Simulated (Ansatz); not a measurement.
Here is an Ansatz input file for C₂H₇BN₂Si, SMILES CB[Si]1(N)C=N1. Write the same calculation for the Python package.

```yaml
crystal:
  periodic: [false, false, false]
  atoms:
    - { symbol: C, position_ang: [-0.2395, -2.0432, 0.6463] }
    - { symbol: B, position_ang: [0.2342, -0.5525, 1.0083] }
    - { symbol: Si, position_ang: [-0.0555, 0.9281, -0.2364] }
    - { symbol: "N", position_ang: [0.7088, 0.8142, -1.8849] }
    - { symbol: C, position_ang: [-0.8549, 2.3286, 0.155] }
    - { symbol: "N", position_ang: [0.502, 2.3637, 0.483] }
    - { symbol: H, position_ang: [-1.3625, -1.9688, 0.507] }
    - { symbol: H, position_ang: [0.2272, -2.3165, -0.3164] }
    - { symbol: H, position_ang: [-0.0285, -2.6919, 1.4894] }
    - { symbol: H, position_ang: [0.8247, -0.3725, 2.0441] }
    - { symbol: H, position_ang: [1.6551, 0.6625, -1.7653] }
    - { symbol: H, position_ang: [0.2672, -0.0675, -2.2751] }
    - { symbol: H, position_ang: [-1.858, 2.8811, 0.1597] }
basis:
  gaussian: { orbitals: def2-SVP }
hamiltonian:
  xc: pbe0
output:
  forces: true
```

Launched from the shell:
```console
$ ansatz run input.yaml --threads 1 --pin off --max-ram 4096MiB --backend cpu --events-out ev --progress --plain --runs-dir out
Engine: ansatz 0.2.0, aarch64-unknown-linux-gnu
Functional definition: PBE0
  parameter a = 0.25
  parameter kappa = 0.804
  parameter beta = 0.06672455060314922
  exchange = (1 - a)*pbe_x(kappa = kappa, mu = beta*pi^2/3) + a*exact_x
  correlation = pbe_c(beta = beta)
1253 factors; integrals over basis functions are off by at most 1.2e-3 eV
mean field evaluation 1: about -13690.9433 eV, gradient 6.8e1 eV
mean field evaluation 2: about -13675.7495 eV, gradient 1.0e2 eV
mean field evaluation 4: about -13701.2468 eV, gradient 8.7e0 eV
mean field evaluation 8: about -13701.6122 eV, gradient 9.8e-1 eV
mean field evaluation 16: about -13701.6149 eV, gradient 1.4e-4 eV
mean field -13701.61493895 eV, -503.5250617184 hartree, gradient 1.8e-5 eV, S^2 0.000000; 0 other end points of the search recorded, 0 dependent functions left out
the calculation of the forces begins
reference -13701.61496896 eV, -503.5250628211 hartree; 26, 26 occupied and 97, 97 virtual orbitals, 1253 factors
Total energy: -13701.61496896 eV, -503.5250628211 hartree
Atom 0 at    -0.239500    -2.043200     0.646300 Å, force    -0.628466     1.814873     0.445801 eV/Å
Atom 1 at     0.234200    -0.552500     1.008300 Å, force    -0.517965    -1.877543    -0.338484 eV/Å
Atom 2 at    -0.055500     0.928100    -0.236400 Å, force     3.116532    -4.868766    -3.128003 eV/Å
Atom 3 at     0.708800     0.814200    -1.884900 Å, force    -4.750007    -1.240838     0.477427 eV/Å
Atom 4 at    -0.854900     2.328600     0.155000 Å, force     1.382192     3.321379     1.786509 eV/Å
Atom 5 at     0.502000     2.363700     0.483000 Å, force    -5.266117     3.254114     0.062850 eV/Å
Atom 6 at    -1.362500    -1.968800     0.507000 Å, force     0.861538    -0.287097    -0.100367 eV/Å
Atom 7 at     0.227200    -2.316500    -0.316400 Å, force    -0.156721    -0.360819     0.139511 eV/Å
Atom 8 at    -0.028500    -2.691900     1.489400 Å, force     0.152381    -0.787927    -0.068052 eV/Å
Atom 9 at     0.824700    -0.372500     2.044100 Å, force     0.013086     0.243298     0.119006 eV/Å
Atom 10 at     1.655100     0.662500    -1.765300 Å, force     2.887357    -0.611797     0.154706 eV/Å
Atom 11 at     0.267200    -0.067500    -2.275100 Å, force     1.054113     1.208806    -0.009872 eV/Å
Atom 12 at    -1.858000     2.881100     0.159700 Å, force     1.852077     0.192316     0.458968 eV/Å
Dipole moment:    -0.337766    -0.564937    -0.088328 e Å
```

`energy_c2h7bn2si.py`:
```python
# -*- coding: utf-8 -*-
import ansatz as az
import numpy as np

mol = (
    az.Crystal.molecule()
    .atom("C", [-0.2395, -2.0432, 0.6463])
    .atom("B", [0.2342, -0.5525, 1.0083])
    .atom("Si", [-0.0555, 0.9281, -0.2364])
    .atom("N", [0.7088, 0.8142, -1.8849])
    .atom("C", [-0.8549, 2.3286, 0.155])
    .atom("N", [0.502, 2.3637, 0.483])
    .atom("H", [-1.3625, -1.9688, 0.507])
    .atom("H", [0.2272, -2.3165, -0.3164])
    .atom("H", [-0.0285, -2.6919, 1.4894])
    .atom("H", [0.8247, -0.3725, 2.0441])
    .atom("H", [1.6551, 0.6625, -1.7653])
    .atom("H", [0.2672, -0.0675, -2.2751])
    .atom("H", [-1.858, 2.8811, 0.1597])
)

setup = mol.calculation().basis(gaussian="def2-SVP").functional("pbe0").forces()
out = setup.run()
report = out.report

for key in ("converged", "free_energy_ev", "reference_energy_ev", "n_frozen", "n_occupied", "n_virtual"):
    print(f"{key:22s} {report[key]}")

state = report["mean_field"]["state"]
print(f"mean field: {state['energy']['hartree']:.7f} Ha, <S^2> = {abs(state['spin_squared']):.4f}, stability: {state.get('stability', {}).get('kind')}")

symbols = [site.symbol for site in mol.cartesian_sites]
print("forces (eV/A)")
for symbol, f in zip(symbols, report["forces_ev_ang"]):
    print(f"  {symbol:2s} {f[0]:9.4f} {f[1]:9.4f} {f[2]:9.4f}")

charges = report["charge_distribution"]
dipole = np.array(charges["dipole_moment_e_ang"]) * 4.803205
print("dipole (D): {:.3f} {:.3f} {:.3f}, length {:.3f}".format(*dipole, np.linalg.norm(dipole)))
print("atom  Mulliken   Lowdin")
for symbol, m, l in zip(symbols, charges["mulliken_charges_e"], charges["lowdin_charges_e"]):
    print(f"{symbol:4s} {m:9.3f} {l:8.3f}")
```

```console
$ python energy_c2h7bn2si.py
converged              True
free_energy_ev         -13701.614968961148
reference_energy_ev    -13701.614968961148
n_frozen               0
n_occupied             [26, 26]
n_virtual              [97, 97]
mean field: -503.5250628 Ha, <S^2> = 0.0000, stability: minimum
forces (eV/A)
  C    -0.6285    1.8149    0.4458
  B    -0.5180   -1.8775   -0.3385
  Si    3.1165   -4.8688   -3.1280
  N    -4.7500   -1.2408    0.4774
  C     1.3822    3.3214    1.7865
  N    -5.2661    3.2541    0.0629
  H     0.8615   -0.2871   -0.1004
  H    -0.1567   -0.3608    0.1395
  H     0.1524   -0.7879   -0.0681
  H     0.0131    0.2433    0.1190
  H     2.8874   -0.6118    0.1547
  H     1.0541    1.2088   -0.0099
  H     1.8521    0.1923    0.4590
dipole (D): -1.622 -2.714 -0.424, length 3.190
atom  Mulliken   Lowdin
C       -0.197   -0.025
B       -0.058   -0.199
Si       0.246    0.012
N       -0.359    0.011
C        0.045   -0.029
N       -0.242    0.096
H        0.075    0.056
H        0.070    0.044
H        0.070    0.017
H        0.019   -0.002
H        0.115   -0.036
H        0.124    0.026
H        0.091    0.029
```

Caveats:
- Total energies depend on the basis set; only differences at equal settings carry meaning.
- The geometry is a force-field or estimated start, not a minimum of this method, and the basis set is short of its limit.
- The Löwdin charges here are taken after orthogonalising the functions within each atom; they differ from plain Löwdin charges, and their signs can be unphysical.
- It ran for 7 s on 1 thread of Arm Neoverse V1, with other jobs on the host, peak memory 0.33 GiB.

(A comment or docstring line of the script was reworded after the run, the code is as it ran; lines on the test bed's own set-up are left out of the output.)
